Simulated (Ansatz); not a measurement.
Working through a rigid scan of one bond length of H4INSSi, SMILES N[SiH](S)I

Computed with Ansatz 0.2.0 through its Python package.

Notebook, run cell by cell (the value of a cell's last expression is shown):

```python
import warnings

import ansatz
import matplotlib.pyplot as plt
import numpy as np
```

```python
warnings.simplefilter("ignore", ansatz.DeckWarning)
```

```python
system = (
    ansatz.Crystal.molecule()
    .atom("N", [0.0028, 1.3768, 0.3688])
    .atom("Si", [0.3402, -0.1365, -0.1822])
    .atom("S", [-0.283, -1.4516, 1.3551])
    .atom("I", [-0.9056, -0.5402, -2.1771])
    .atom("H", [-0.0654, 2.0491, -0.4538])
    .atom("H", [-0.9903, 1.4216, 0.7323])
    .atom("H", [1.8177, -0.2109, -0.455])
    .atom("H", [0.1757, -2.5656, 0.7562])
)
```

```python
symbols = [site.symbol for site in system.cartesian_sites]
start = np.array([site.position_ang for site in system.cartesian_sites])
axis = (start[7] - start[2]) / np.linalg.norm(start[7] - start[2])
moving = [7]
lengths, energies = [1.184, 1.238, 1.292, 1.345, 1.399, 1.453, 1.507, 1.588], []
for length in lengths:
    xyz = start.copy()
    xyz[moving] += (length - np.linalg.norm(start[7] - start[2])) * axis
    point = ansatz.Crystal.molecule()
    for symbol, place in zip(symbols, xyz):
        point = point.atom(symbol, place.tolist())
    setup = point.calculation().basis(gaussian="def2-SVP").functional("R2SCAN0")
    rep = setup.run().report
    energies.append(rep["free_energy_ev"])
    print(f"r = {length:6.3f} A  E = {energies[-1]:.5f} eV  <S^2> = {abs(rep['mean_field']['state']['spin_squared']):.3f}")

# quartic fit about the minimum
fit = np.polynomial.Polynomial.fit(lengths, np.array(energies) - min(energies), 4).convert()
roots = [r.real for r in fit.deriv().roots() if abs(r.imag) < 1e-9 and fit.deriv(2)(r.real) > 0]
r_e = min(roots, key=lambda r: abs(r - lengths[int(np.argmin(energies))]))
print(f"minimum of the fit at {r_e:.4f} A, force constant {fit.deriv(2)(r_e):.2f} eV/A^2")
plt.figure(figsize=(4.5, 3))
plt.plot(lengths, np.array(energies) - min(energies), "o-")
plt.xlabel("bond length (A)")
plt.ylabel("E - E(min) (eV)")
plt.tight_layout()
plt.savefig("scan.png", dpi=100)
```

    r =  1.184 A  E = -28363.66403 eV  <S^2> = 0.000
    r =  1.238 A  E = -28363.94838 eV  <S^2> = 0.000
    r =  1.292 A  E = -28364.09513 eV  <S^2> = 0.000
    r =  1.345 A  E = -28364.13669 eV  <S^2> = 0.000
    r =  1.399 A  E = -28364.09956 eV  <S^2> = 0.000
    r =  1.453 A  E = -28364.00191 eV  <S^2> = 0.000
    r =  1.507 A  E = -28363.85925 eV  <S^2> = 0.000
    r =  1.588 A  E = -28363.58669 eV  <S^2> = 0.000
    minimum of the fit at 1.3443 A, force constant 27.70 eV/A^2

What to keep in mind:
- Total energies depend on the basis set; only differences at equal settings carry meaning.
- The rest of the molecule is held rigid at a force-field or estimated start geometry, and the basis set is modest; single-reference methods fail as a bond breaks.
- def2 sets replace the cores of elements past krypton by effective core potentials.
- The orbitals are restricted, so S² is zero by construction.
- It ran for 48 s on 1 thread of Arm Neoverse V2, on a shared host, peak memory 0.33 GiB.
